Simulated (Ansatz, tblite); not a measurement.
Li₂MgGeS₄: GFN1-xTB, run from Python

These are simulated results from tblite 0.8.0, not measurements. The cell was built from a prototype and was relaxed with r2SCAN in plane waves (Ansatz 0.2.0). It may be hypothetical. All runs are without spin polarisation.

Space group I-42m (No. 121), tetragonal; a = 5.447 Å, c = 11.111 Å in the conventional setting, 20.60 Å³ an atom. Li is surrounded by 4 S at 2.41 Å; Mg is surrounded by 4 S at 2.47 Å; Ge is surrounded by 4 S at 2.23 Å; S is surrounded by 1 Ge at 2.23 Å and 2 Li at 2.41 Å and 1 Mg at 2.47 Å.

tblite solves periodic systems at the zone centre alone, so the script builds a cluster of 2×2×1 conventional cells (64 atoms), which folds in a coarse mesh of k points.

Input script:

```python
import json
from ase import Atoms
from ase.build import make_supercell
from ase.units import Bohr, GPa, Hartree
from tblite.interface import Calculator

atoms = Atoms(['Li', 'Li', 'Mg', 'Ge', 'S', 'S', 'S', 'S'],
              cell=[[-2.7235322, 2.7235322, 5.55565091], [2.7235322, -2.7235322, 5.55565091], [2.7235322, 2.7235322, -5.55565091]],
              scaled_positions=[[0.75, 0.25, 0.5], [0.25, 0.75, 0.5], [0.0, 0.0, 0.0], [0.5, 0.5, 0.0], [0.851371601, 0.851371601, 0.461000451], [0.148628399, 0.609628851, 0.0], [0.609628851, 0.148628399, 0.0], [0.390371149, 0.390371149, 0.538999549]],
              pbc=True)
cluster = make_supercell(atoms, [[0, 2, 2], [2, 0, 2], [1, 1, 0]])
calc = Calculator('GFN1-xTB', cluster.numbers, cluster.positions / Bohr, lattice=cluster.cell[:] / Bohr, periodic=cluster.pbc)
calc.set('temperature', 0.02 / Hartree)
calc.set('max-iter', 150)
res = calc.singlepoint()
levels = res.get('orbital-energies') * Hartree
nv = round(res.get('orbital-occupations').sum() / 2)
cells = len(cluster) // len(atoms)
out = {'energy_per_cell': res.get('energy') * Hartree / cells, 'homo': levels[nv - 1], 'lumo': levels[nv],
       'stress': (-res.get('virial') * Hartree / cluster.get_volume() / GPa).tolist(), 'charges': res.get('charges')[:len(atoms)].tolist(), 'electrons': 2 * nv / cells}
json.dump(out, open('results.json', 'w'))
for key, value in out.items():
    print(key, value)
```

Command: `python run.py`. It took 4.4 s on 1 thread of Arm Neoverse V1, with other jobs on the host, peak memory 0.12 GiB.

Output:

```
------------------------------------------------------------
  cycle        total energy    energy error   density error
------------------------------------------------------------
      1     -138.9121723272  -1.3883623E+02   7.0592237E-01
      2     -151.4376169769  -1.2525445E+01   1.0074991E+00
      3     -133.7388151437   1.7698802E+01   4.5238370E-01
      4     -146.4623573006  -1.2723542E+01   2.0635637E-01
      5     -146.9410190106  -4.7866171E-01   8.1356536E-02
      6     -147.1889177647  -2.4789875E-01   3.1272387E-02
      7     -147.2141039804  -2.5186216E-02   1.2259394E-02
      8     -147.2184428412  -4.3388609E-03   3.2974295E-03
      9     -147.2185325712  -8.9729943E-05   2.5022735E-03
     10     -147.2187343438  -2.0177261E-04   5.9029670E-04
     11     -147.2187399659  -5.6221219E-06   3.3440036E-04
     12     -147.2187433014  -3.3354644E-06   8.5685166E-05
     13     -147.2187434735  -1.7208737E-07   4.4809052E-05
     14     -147.2187435367  -6.3210251E-08   3.3301285E-06
------------------------------------------------------------

 total:                                   3.717 sec
energy_per_cell -500.75325754983857
homo -11.155168075401441
lumo -10.162270334316954
stress [[-3.319557486058987, 5.867574929755964e-06, -1.992170464021997e-06], [5.86757492969828e-06, -3.319557486058911, -1.9921704709078647e-06], [-1.9921704645715484e-06, -1.9921704705984004e-06, -2.537266200035022]]
charges [0.17295362193637376, 0.17295362193638153, 0.40128276952254516, 0.3099472232976396, -0.26430070113547555, -0.2642908706143842, -0.2642908706143926, -0.26428997662053966]
electrons 32.0
```

The cycle table is in hartree for the whole cluster, and the lines after it are in eV (the energy for one cell). The printed stress is in GPa and positive in compression, and the pressure is its mean diagonal.

GFN1-xTB gives a gap of 0.99 eV. On the same cell, plane-wave PBE (Ansatz, 6×6×6 k points and the special points) gives a gap of 2.65 eV and r2SCAN a gap of 3.05 eV; on shared hosts these took about 22 and 49 core-seconds on the 8-atom cell, against 4.4 for the script. Semilocal gaps usually lie below measured ones. xTB was fitted to molecules, so gaps, charges and pressures of solids can be far off, and the gap also depends on the size of the cluster.

The same script was run on cells scaled at fixed shape and fractional coordinates:

| volume (Å³/atom) | energy (meV/atom) | pressure (GPa, positive in compression) | gap (eV) |
| --- | --- | --- | --- |
| 18.13 | 17.2 | 6.43 | 1.32 |
| 19.37 | -9.5 | 0.84 | 1.14 |
| 20.60 | 0.0 | -3.06 | 0.99 |
| 21.84 | 34.8 | -5.80 | 0.86 |
| 23.08 | 87.4 | -7.75 | 0.75 |

A Birch-Murnaghan fit puts the minimum at 19.60 Å³/atom, 4.9 % below the given cell, with a bulk modulus of 68.7 GPa at fixed shape.

xTB was fitted mostly to molecules, and a small cluster samples few k points, so gaps, pressures and kinks along a curve can be far from a solid's.

Spin-orbit coupling is left out.
